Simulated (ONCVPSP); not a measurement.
# Molybdenum: generating and testing an ONCV potential

Do these settings give a usable potential? It is generated, then checked for transferability, scattering, ghosts and hardness.

Program: ONCVPSP 4.0.1.1 (patched build). Reference atom: LDA (Perdew-Wang 92), scalar-relativistic, spherical and spin-unpolarised. All values are calculated.

### 1 Settings

The settings as typed:

* element: molybdenum (Mo, Z = 42)
* type: optimised norm-conserving Vanderbilt (ONCV)
* frozen core: [Ar] 3d10
* valence charge: 14
* reference configuration: 4s2 4p6 4d5 5s0.75 5p0.25
* partial waves: 4s+5s: rc 2.15 bohr, ncon 4, nbas 8, qcut 6.3 1/bohr, 2 projectors; 4p+5p: rc 1.80 bohr, ncon 4, nbas 9, qcut 9.4 1/bohr, 2 projectors; 4d: rc 1.75 bohr, ncon 5, nbas 9, qcut 5.7 1/bohr, 3 projectors, debl 2.1 Ha
* local potential: polynomial inside 1.65 bohr (lpopt 5, dvloc0 0 Ha)
* core correction: Teter function fitted to the true core (icmod 2), fcfact 0.6

An earlier all-electron run gives the scale for the radii.

All-electron outer shells of the reference configuration (LDA (PZ), scalar-relativistic, ld1.x):

```csv
shell,level (eV),outermost node (bohr),outermost maximum (bohr)
3p,-379.25,0.17,0.38
3d,-221.67,–,0.32
4s,-64.78,0.51,0.99
4p,-38.95,0.52,1.06
5s,-4.58,1.34,2.89
4d,-4.27,0.53,1.38
5p,-1.38,1.54,4.00
```

### 2 Generation

Mo.dat

```
# ATOM AND REFERENCE CONFIGURATION
# atsym  z   nc   nv     iexc    psfile
  Mo 42.00    6    5  -001012      upf
#
#   n    l    f
    1    0    2.00
    2    0    2.00
    2    1    6.00
    3    0    2.00
    3    1    6.00
    3    2   10.00
    4    0    2.00
    4    1    6.00
    4    2    5.00
    5    0    0.75
    5    1    0.25
#
# PSEUDOPOTENTIAL AND OPTIMIZATION
# lmax
    2
#
#   l,   rc,      ep,       ncon, nbas, qcut
    0    2.15    0.00    4    8    6.30
    1    1.80    0.00    4    9    9.40
    2    1.75    0.00    5    9    5.70
#
# LOCAL POTENTIAL
# lloc, lpopt,  rc(5),   dvloc0
    4    5    1.65    0.00
#
# VANDERBILT-KLEINMAN-BYLANDER PROJECTORs
# l, nproj, debl
    0    2    1.10
    1    2    1.40
    2    3    2.10
#
# MODEL CORE CHARGE
# icmod, fcfact, rcfact
    2    0.60    1.05
#
# LOG DERIVATIVE ANALYSIS
# epsh1, epsh2, depsh
   -4.00    5.00    0.02
#
# OUTPUT GRID
# rlmax, drl
    6.00    0.01
#
# TEST CONFIGURATIONS
# ncnf
    4
# nvcnf
#   n    l    f
    5
    4    0    2.00
    4    1    6.00
    4    2    5.00
    5    0    1.00
    5    1    0.00
#
    5
    4    0    2.00
    4    1    6.00
    4    2    5.00
    5    0    0.00
    5    1    0.00
#
    5
    4    0    2.00
    4    1    6.00
    4    2    4.00
    5    0    0.00
    5    1    0.00
#
    5
    4    0    2.00
    4    1    6.00
    4    2    4.00
    5    0    2.00
    5    1    0.00
#
```

Started as:

```sh
$ oncvpsp.x < Mo.dat > Mo.out
```

The output, Mo.out (without the consistency checks and plot data):

```text
ONCVPSP  (Optimized Norm-Conservinng Vanderbilt PSeudopotential)
scalar-relativistic version 4.0.1.1, modified

#   n    l    f        energy (Ha)
    1    0    2.00    -7.2747246E+02
    2    0    2.00    -1.0278042E+02
    2    1    6.00    -9.1954662E+01
    3    0    2.00    -1.7484118E+01
    3    1    6.00    -1.3936755E+01
    3    2   10.00    -8.1455676E+00
    4    0    2.00    -2.3806566E+00
    4    1    6.00    -1.4313389E+00
    4    2    5.00    -1.5686164E-01
    5    0    0.75    -1.6795897E-01
    5    1    0.25    -5.0666757E-02

Reference configufation results
  iterations    27
  all-electron total energy (Ha)   -4.04439013D+03

Begin loop to  construct optimized pseudo wave functions
and semi-local pseudopoentials for all angular momenta

Calculating optimized projector #   1

 for l=   0

    Fraction of norm inside rc  0.986515
    Optimizing pswf for qcut=   6.31 a_B^-1,  ecut=  19.90 Ha
    Residual kinetic energy error=  1.01D-07 Ha

    Energy error per electron        Cutoff
         Ha          eV             Ha
         0.01000     0.27211        4.43
         0.00100     0.02721        9.84
         0.00010     0.00272       13.56
         0.00001     0.00027       16.07

Calculating optimized projector #   2

 for l=   0

    Fraction of norm inside rc  0.116303
    Optimizing pswf for qcut=   6.31 a_B^-1,  ecut=  19.90 Ha
    Residual kinetic energy error=  6.28D-07 Ha

    Energy error per electron        Cutoff
         Ha          eV             Ha
         0.01000     0.27211        3.64
         0.00100     0.02721        9.93
         0.00010     0.00272       14.17
         0.00001     0.00027       16.98

Calculating optimized projector #   1

 for l=   1

    Fraction of norm inside rc  0.888765
    Optimizing pswf for qcut=   9.41 a_B^-1,  ecut=  44.25 Ha
    Residual kinetic energy error=  3.79D-09 Ha

    Energy error per electron        Cutoff
         Ha          eV             Ha
         0.01000     0.27211        9.21
         0.00100     0.02721       20.13
         0.00010     0.00272       27.12
         0.00001     0.00027       32.23

Calculating optimized projector #   2

 for l=   1

    Fraction of norm inside rc  0.020551
    Optimizing pswf for qcut=   9.41 a_B^-1,  ecut=  44.25 Ha
    Residual kinetic energy error=  6.16D-10 Ha

    Energy error per electron        Cutoff
         Ha          eV             Ha
         0.01000     0.27211        5.79
         0.00100     0.02721        9.02
         0.00010     0.00272       20.60
         0.00001     0.00027       28.14

   Wellstate for l =  2  n =  6
     eigenvalue =   1.9431
     asymptotic potential =   2.4431
     half-point radius =  3.9995

   Wellstate for l =  2  n =  7
     eigenvalue =   4.0431
     asymptotic potential =   4.5431
     half-point radius =  3.6994

Calculating optimized projector #   1

 for l=   2

    Fraction of norm inside rc  0.488798
    Optimizing pswf for qcut=   5.70 a_B^-1,  ecut=  16.22 Ha
    Residual kinetic energy error=  2.39D-03 Ha

    Energy error per electron        Cutoff
         Ha          eV             Ha
         0.01000     0.27211       13.38
         0.00100     0.02721       20.20
         0.00010     0.00272       81.08
         0.00001     0.00027       96.61

Calculating optimized projector #   2

 for l=   2

    Fraction of norm inside rc  0.100322
    Optimizing pswf for qcut=   5.70 a_B^-1,  ecut=  16.22 Ha
    Residual kinetic energy error=  4.71D-03 Ha

    Energy error per electron        Cutoff
         Ha          eV             Ha
         0.01000     0.27211       14.67
         0.00100     0.02721       19.44
         0.00010     0.00272       36.66
         0.00001     0.00027       85.13

Calculating optimized projector #   3

 for l=   2

    Fraction of norm inside rc  0.098886
    Optimizing pswf for qcut=   5.70 a_B^-1,  ecut=  16.22 Ha
    Residual kinetic energy error=  1.63D-02 Ha

    Energy error per electron        Cutoff
         Ha          eV             Ha
         0.01000     0.27211       17.25
         0.00100     0.02721       21.75
         0.00010     0.00272       37.01
         0.00001     0.00027       92.16

Construct Vanderbilt / Kleinmman-Bylander projectors

B matrix Hermiticity error, ll=   0
   1   2    1.9062E-04

  Orthonormal projector coefficients  4.5072E+00  7.7949E-01

B matrix Hermiticity error, ll=   1
   1   2    6.9938E-05

  Orthonormal projector coefficients  2.8447E+00 -7.0522E-02

B matrix Hermiticity error, ll=   2
   1   2   -1.6060E-04
   1   3    2.5228E-04
   2   3    1.1788E-04

  Orthonormal projector coefficients  4.2530E+01 -9.3770E-01 -7.5914E-01

Model core correction analysis
  based on d2Exc/dn_idn_j

d2excae - all-electron derivatives

   -3.096058D-02   -2.787546D-02   -1.475621D-02   -2.070218D-03
   -8.390379D-04
   -2.787562D-02   -2.641821D-02   -1.615140D-02   -2.809189D-03
   -1.002756D-03
   -1.475642D-02   -1.615149D-02   -1.710793D-02   -1.117013D-02
   -5.941011D-03
   -2.070221D-03   -2.809052D-03   -1.116632D-02   -2.526510D-02
   -2.150931D-02
   -8.390595D-04   -1.002747D-03   -5.932369D-03   -2.145275D-02
   -3.292887D-02

d2excps - pseudofunction derivatives with no core correction

   -4.633537D-02   -3.322271D-02   -1.542736D-02   -3.380021D-03
   -1.135443D-03
   -3.322397D-02   -3.116043D-02   -1.796945D-02   -3.182052D-03
   -1.194370D-03
   -1.542775D-02   -1.796965D-02   -1.807630D-02   -1.120659D-02
   -5.998917D-03
   -3.380524D-03   -3.181940D-03   -1.120279D-02   -2.537015D-02
   -2.152826D-02
   -1.135538D-03   -1.194375D-03   -5.990276D-03   -2.147170D-02
   -3.293776D-02

rms 2nd derivative error    3.624924E-03

amplitude prefactor, scale prefactor
   19.2928    1.0831

d2excps - pseudofunction derivatives with core correction

   -2.759498D-02   -2.569955D-02   -1.377974D-02   -1.940867D-03
   -8.076817D-04
   -2.569945D-02   -2.704366D-02   -1.691018D-02   -2.645619D-03
   -1.021611D-03
   -1.377981D-02   -1.691030D-02   -1.777261D-02   -1.109672D-02
   -5.956007D-03
   -1.940847D-03   -2.645476D-03   -1.109291D-02   -2.525778D-02
   -2.150453D-02
   -8.076944D-04   -1.021603D-03   -5.947367D-03   -2.144796D-02
   -3.293043D-02

rms 2nd derivative error    9.957964E-04

Pseudoatom total energy  -68.750918

Diagnostic tests using Vanderbilt-Kleinman-Bylander pseudopotentials
  1 or more projectors used as specified by nproj input data

   l    rcore       rmatch      e in        delta e   norm test  slope test

   0   2.1579118   2.2234307  -2.3806566   0.0000016   1.0001452   1.0001275
   0   2.1579118   2.2234307  -0.1679590   0.0000008   1.0000194   1.0000144

   1   1.8034092   1.8581646  -1.4313389  -0.0000036   1.0001327   1.0001379
   1   1.8034092   1.8581646  -0.0506668   0.0000014   1.0000364   1.0000365

   2   1.7502672   1.8034092  -0.1568616   0.0000018   1.0000667   1.0000755
   2   1.7502672   1.8034092   1.9431384   0.0000049   1.0002641   1.0002641
   2   1.7502672   1.8034092   4.0431384   0.0001177   1.0002905   1.0002905

 Testing for bound ghosts
   n   l    E NL Schr. Eq   E Basis Diag.   E Cutoff

   1   0       -2.380655       -2.380655     57.03
   2   0       -0.167958       -0.149942     57.03

   2   1       -1.431343       -1.431336    121.87
   3   1       -0.050665        0.080454    121.87

   3   2       -0.156860       -0.148815    180.72

 Testing for highly-localized positive-energy ghosts
       l    <radius>/rc     E Basis Diag.   E Cutoff

       2        0.340411       94.002474    180.72  WARNING - GHOST(+)

Test configuration 0

   n   l     f        eae           eps        diff
   1   0  2.0000 -727.47246255
   2   0  2.0000 -102.78042179
   2   1  6.0000  -91.95466168
   3   0  2.0000  -17.48411842
   3   1  6.0000  -13.93675496
   3   2 10.0000   -8.14556764
   4   0  2.0000   -2.38065659   -2.38065503    1.57D-06
   4   1  6.0000   -1.43133893   -1.43134253   -3.60D-06
   4   2  5.0000   -0.15686164   -0.15685987    1.76D-06
   5   0  0.7500   -0.16795897   -0.16795818    7.92D-07
   5   1  0.2500   -0.05066676   -0.05066537    1.39D-06

    Total energies and differences
      AE_ref= -4.04439013D+03  AE_tst= -4.04439013D+03  dif=  0.00D+00
      PS_ref= -6.87509181D+01  PS_tst= -6.87509181D+01  dif=  4.26D-14
      PSP excitation error= -4.26D-14

Test configuration 1

   n   l     f        eae           eps        diff
   1   0  2.0000 -727.45945105
   2   0  2.0000 -102.76783304
   2   1  6.0000  -91.94205732
   3   0  2.0000  -17.47134622
   3   1  6.0000  -13.92398728
   3   2 10.0000   -8.13283902
   4   0  2.0000   -2.36756320   -2.36725578    3.07D-04
   4   1  6.0000   -1.41815083   -1.41806909    8.17D-05
   4   2  5.0000   -0.14452442   -0.14453638   -1.20D-05
   5   0  1.0000   -0.15883059   -0.15881257    1.80D-05

    Total energies and differences
      AE_ref= -4.04439013D+03  AE_tst= -4.04441928D+03  dif= -2.92D-02
      PS_ref= -6.87509181D+01  PS_tst= -6.87800743D+01  dif= -2.92D-02
      PSP excitation error=  2.56D-06

Test configuration 2

   n   l     f        eae           eps        diff
   1   0  2.0000 -727.71109662
   2   0  2.0000 -103.01559804
   2   1  6.0000  -92.19009425
   3   0  2.0000  -17.72022249
   3   1  6.0000  -14.17284827
   3   2 10.0000   -8.38138147
   4   0  2.0000   -2.61900844   -2.62036929   -1.36D-03
   4   1  6.0000   -1.67066801   -1.67110635   -4.38D-04
   4   2  5.0000   -0.39170803   -0.39168696    2.11D-05

    Total energies and differences
      AE_ref= -4.04439013D+03  AE_tst= -4.04415550D+03  dif=  2.35D-01
      PS_ref= -6.87509181D+01  PS_tst= -6.85162069D+01  dif=  2.35D-01
      PSP excitation error= -8.12D-05

Test configuration 3

psatom: WARNING lschvkbb convergence error n,l,iter=   3   1   5
ea(ii),et,emin,emax -6.005223E-02 -6.605746E-02 -6.605746E-02 -6.605746E-02
run_config: WARNING for fully non-local PS atom, stg. 1
 WARNING no output for configuration 4

Test configuration 4

   n   l     f        eae           eps        diff
   1   0  2.0000 -727.56111573
   2   0  2.0000 -102.87695370
   2   1  6.0000  -92.05059676
   3   0  2.0000  -17.57834380
   3   1  6.0000  -14.03100008
   3   2 10.0000   -8.24046654
   4   0  2.0000   -2.46656488   -2.46384934    2.72D-03
   4   1  6.0000   -1.51224588   -1.51141624    8.30D-04
   4   2  4.0000   -0.21308219   -0.21323624   -1.54D-04
   5   0  2.0000   -0.18646393   -0.18634322    1.21D-04

    Total energies and differences
      AE_ref= -4.04439013D+03  AE_tst= -4.04441398D+03  dif= -2.38D-02
      PS_ref= -6.87509181D+01  PS_tst= -6.87746886D+01  dif= -2.38D-02
      PSP excitation error= -7.86D-05
```

It took 6.8 s on 1 thread of Neoverse-N1, shared host.

Partial waves on a coarse radial grid (AE all-electron, PS pseudo):

| r (bohr) | 4s AE | 4s PS |
| --- | --- | --- |
| 0.108 | 0.3823 | 0.1751 |
| 0.215 | -0.2477 | 0.3431 |
| 0.322 | -0.6006 | 0.5004 |
| 0.430 | -0.3619 | 0.6429 |
| 0.538 | 0.1104 | 0.7639 |
| 0.645 | 0.5516 | 0.8583 |
| 0.752 | 0.8657 | 0.9241 |
| 0.860 | 1.0427 | 0.9599 |
| 0.968 | 1.1032 | 0.9649 |
| 1.075 | 1.0820 | 0.9419 |
| 1.182 | 1.0104 | 0.8946 |
| 1.290 | 0.9109 | 0.8278 |
| 1.398 | 0.8007 | 0.7478 |
| 1.505 | 0.6918 | 0.6617 |
| 1.612 | 0.5893 | 0.5743 |
| 1.720 | 0.4957 | 0.4895 |
| 1.828 | 0.4133 | 0.4113 |
| 1.935 | 0.3428 | 0.3423 |
| 2.042 | 0.2827 | 0.2826 |
| 2.150 | 0.2316 | 0.2315 |
| 2.258 | 0.1889 | 0.1889 |
| 2.365 | 0.1540 | 0.1539 |
| 2.472 | 0.1251 | 0.1251 |
| 2.580 | 0.1012 | 0.1012 |
| 2.688 | 0.0817 | 0.0817 |
| 2.795 | 0.0660 | 0.0660 |

Densities times 4π (e/bohr³); a dash where the program caps the true core:

| r (bohr) | pseudo valence | true core | model core |
| --- | --- | --- | --- |
| 0.108 | 5.716 | – | 205.7 |
| 0.322 | 7.416 | – | 132.5 |
| 0.538 | 9.953 | 91.24 | 52.34 |
| 0.752 | 11.24 | 11.92 | 11.54 |
| 0.968 | 10.06 | 1.399 | 1.011 |
| 1.182 | 7.137 | 0.1698 | 0.005848 |
| 1.398 | 4.249 | 0.0211 | 0.004258 |
| 1.612 | 2.382 | 0.002789 | 4.266e-05 |
| 1.828 | 1.329 | 0.0003762 | 0.0001945 |
| 2.042 | 0.7749 | 5.338e-05 | 3.53e-07 |
| 2.258 | 0.4744 | 7.622e-06 | 1.955e-05 |
| 2.472 | 0.3075 | 1.128e-06 | 0 |
| 2.688 | 0.2078 | 2e-07 | 0 |

### 3 Transferability, from the output's test configurations

1 test gave no usable energy difference (4s2 4p6 4d4 5s0 5p0).

Energies count from the reference configuration 4s2 4p6 4d5 5s0.75 5p0.25; the error is all-electron less pseudo.

| valence configuration | charge | ΔE all-electron (eV) | error AE − PS (meV) |
| --- | --- | --- | --- |
| 4s2 4p6 4d5 5s1 5p0 | 0 | -0.793 | +0.1 |
| 4s2 4p6 4d5 5s0 5p0 | +1 | 6.385 | -2.2 |
| 4s2 4p6 4d4 5s2 5p0 | 0 | -0.649 | -2.1 |

### 4 Scattering by logarithmic derivatives

Taken from the files of the generation run. The phase is arctan(r·R′/R) of the radial function R, unwrapped, with energies in Ha. A pole is an energy at which the radial function vanishes at the test radius. The pseudo phase is shifted by a multiple of π to meet the all-electron one at the reference energy. Levels narrower than the energy grid can be missing from the poles. The last column is the largest difference on the grid between −0.5 and +0.5 Ha.

| channel | radius (bohr) | reference (Ha) | poles AE | poles PS | window around the reference with phases within 0.05 rad (Ha) | largest difference near zero (rad) |
| --- | --- | --- | --- | --- | --- | --- |
| s | 2.18 | -0.17 | -2.29, 2.79 | -2.29, 2.73 | below 4.2 | 0.000 |
| p | 1.83 | -0.05 | -0.88 | -0.88 | the whole range | 0.000 |
| d | 1.77 | -0.16 | 1.14 | 1.14 | the whole range | 0.000 |

Phases (rad) along the scan:

| E (Ha) | s AE | s PS | d AE | d PS |
| --- | --- | --- | --- | --- |
| -3.98 | 1.337 | 1.337 | 1.302 | 1.302 |
| -3.50 | 1.301 | 1.301 | 1.275 | 1.275 |
| -3.02 | 1.224 | 1.224 | 1.239 | 1.239 |
| -2.54 | 0.306 | 0.306 | 1.187 | 1.187 |
| -2.06 | -1.733 | -1.733 | 1.106 | 1.106 |
| -1.58 | -1.864 | -1.864 | 0.959 | 0.959 |
| -1.10 | -1.991 | -1.991 | 0.627 | 0.627 |
| -0.62 | -2.222 | -2.222 | -0.209 | -0.209 |
| -0.14 | -2.831 | -2.831 | -1.021 | -1.021 |
| 0.34 | -3.850 | -3.850 | -1.346 | -1.346 |
| 0.82 | -4.316 | -4.317 | -1.501 | -1.501 |
| 1.30 | -4.500 | -4.501 | -1.602 | -1.602 |
| 1.78 | -4.597 | -4.598 | -1.687 | -1.687 |
| 2.26 | -4.660 | -4.662 | -1.778 | -1.778 |
| 2.74 | -4.708 | -4.713 | -1.903 | -1.903 |
| 3.22 | -4.751 | -4.760 | -2.133 | -2.133 |
| 3.70 | -4.795 | -4.814 | -2.701 | -2.701 |
| 4.18 | -4.849 | -4.897 | -3.681 | -3.681 |
| 4.66 | -4.929 | -5.102 | -4.185 | -4.185 |

### 5 Convergence and ghost test

Read off the output, the cutoffs (Ha) at which the residual kinetic energy of the hardest occupied pseudo-wave falls to 1 and 0.1 mHa per electron: 20 Ha and 81 Ha.

The program's own ghost test: no bound ghost flagged; GHOST(+) flagged for d at 2557.9 eV.

Cutoff (Ha) at which the first wave of each channel reaches a given error (Ha per electron):

| error | s | p | d |
| --- | --- | --- | --- |
| 1.0e-02 | 4.4 | 9.2 | 13.4 |
| 3.2e-03 | 5.6 | 11.6 | 15.7 |
| 1.0e-03 | 9.8 | 20.1 | 20.2 |
| 3.2e-04 | 12.0 | 24.1 | 48.3 |
| 1.0e-04 | 13.6 | 27.1 | 81.1 |
| 3.2e-05 | 15.1 | 29.7 | 90.5 |
| 1.0e-05 | 16.1 | 32.2 | 96.6 |

### 6 Summary of results

| quantity | value |
| --- | --- |
| cutoffs for 1 and 0.1 mHa per electron, occupied waves | 20 Ha and 81 Ha |
| bound ghosts | none found |
| GHOST(+) flags | d at 2558 eV |
| largest test error (AE − PS) | -2.2 meV, for 4s2 4p6 4d5 5s0 5p0 (1 test unsolved) |
| largest phase difference near zero energy, channels read | 0.000 rad |
| rms error of d²Exc/dn², without and with the model core | 3.62 and 1.00 mHa |

**Reading.** By total energies transferability is very good where solved: the largest error is 2.2 meV on 6.4 eV, for 4s2 4p6 4d5 5s0 5p0. Of the tests 1 gave no usable energy difference, which is a warning in itself. The potential is of middling hardness: the looser tolerance needs 20 Ha. The tighter tolerance needs 81 Ha, and converged work needs a cutoff nearer that. The program's ghost test flags no bound state. Near zero energy the phases of the channels with partial waves agree within 0.001 rad. The program also flags highly localised states, GHOST(+) (d). These are tests on the free atom; a crystal test is still owed.
